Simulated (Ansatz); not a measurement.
**CH₇FOSi₂: small, medium and large basis sets**

How large a basis does CH₇FOSi₂ need? Two functionals are run in growing sets.

The runs use Ansatz 0.2.0, Gaussian basis; one geometry, several basis sets.

Levels to be run: PBE0-D4/def2-SVP; ωB97M-V/def2-SVP; PBE0-D4/def2-QZVPP; ωB97M-V/def2-QZVPP; the functionals' def2-TZVPP values are taken from earlier runs.

**1. The relaxed structure**

An earlier PBE0-D4 in a triple-zeta def2 set relaxation fixed the geometry.

SMILES `C[SiH2][SiH](O)F`, 12 atoms, charge 0, spin multiplicity 1.

Atoms are counted from 1 here; the program's logs count them from 0.

Bond lengths: C1–Si2 1.875 Å, C1–H6 1.092 Å, C1–H7 1.092 Å, C1–H8 1.092 Å, Si2–Si3 2.340 Å, Si2–H9 1.490 Å, Si2–H10 1.490 Å, Si3–O4 1.640 Å, Si3–F5 1.607 Å, Si3–H11 1.489 Å, O4–H12 0.959 Å. Angles: Si2–C1–H6 110.6°, Si2–C1–H7 110.9°, Si2–C1–H8 110.3°, H6–C1–H7 108.3°, H6–C1–H8 108.2°, H7–C1–H8 108.5°, C1–Si2–Si3 110.8°, C1–Si2–H9 111.0°, C1–Si2–H10 111.0°, Si3–Si2–H9 107.9°, Si3–Si2–H10 108.4°, H9–Si2–H10 107.5°, Si2–Si3–O4 106.5°, Si2–Si3–F5 109.5°, Si2–Si3–H11 116.2°, O4–Si3–F5 109.5°, O4–Si3–H11 110.3°, F5–Si3–H11 104.8° and more.

As a file:

```
C    -1.16380    1.50980   -0.06467
Si    0.43780    0.81737    0.62042
Si    0.89943   -1.28025   -0.30784
O    -0.44205   -2.19583   -0.08068
F     1.17993   -1.11973   -1.88184
H    -1.09302    1.64304   -1.14611
H    -1.39314    2.47768    0.38606
H    -1.99089    0.82747    0.14112
H     0.36067    0.65705    2.10011
H     1.58240    1.72522    0.32629
H     2.10007   -1.98428    0.22174
H    -0.40039   -3.13255   -0.28059
```

**2. PBE0-D4 in def2-SVP**

File in.yaml:

```yaml
crystal:
  periodic: [false, false, false]
  atoms:
    - {symbol: C, position_ang: [-1.163803, 1.509804, -0.064669]}
    - {symbol: Si, position_ang: [0.437804, 0.817369, 0.620422]}
    - {symbol: Si, position_ang: [0.899429, -1.280249, -0.307844]}
    - {symbol: O, position_ang: [-0.442045, -2.195830, -0.080682]}
    - {symbol: F, position_ang: [1.179930, -1.119727, -1.881836]}
    - {symbol: H, position_ang: [-1.093022, 1.643044, -1.146108]}
    - {symbol: H, position_ang: [-1.393138, 2.477676, 0.386059]}
    - {symbol: H, position_ang: [-1.990893, 0.827472, 0.141122]}
    - {symbol: H, position_ang: [0.360669, 0.657055, 2.100105]}
    - {symbol: H, position_ang: [1.582397, 1.725221, 0.326287]}
    - {symbol: H, position_ang: [2.100066, -1.984281, 0.221736]}
    - {symbol: H, position_ang: [-0.400392, -3.132554, -0.280590]}
basis:
  gaussian: {orbitals: def2-SVP}
hamiltonian: {xc: pbe0, dispersion: d4}
output: {orbitals: {seedname: orbitals}}
```

Run with:

```console
$ ansatz run in.yaml --threads 4 --pin off --events-out ev --progress --plain --max-ram 10444MiB
```

After this run come: ωB97M-V in def2-SVP; PBE0-D4 in def2-QZVPP; ωB97M-V in def2-QZVPP.

Q: Predict the results of all the runs planned. Wanted: PBE0-D4: double and triple zeta above quadruple; ωB97M-V: double and triple zeta above quadruple.

**Answer**, as computed:

| quantity | value |
| --- | --- |
| PBE0-D4: double and triple zeta above quadruple | 14.01, 0.89 eV |
| ωB97M-V: double and triple zeta above quadruple | 14.20, 0.84 eV |

**Reading.** PBE0-D4 gains 13.12 eV from double to triple zeta, then 0.89 eV more. These are total energies; as a rule much of such shifts cancels in differences, which this series doesn't test. The LUMO of ωB97M-V is positive and keeps falling with the basis (2.07 to 1.07 eV): an unbound level that the basis holds in place.
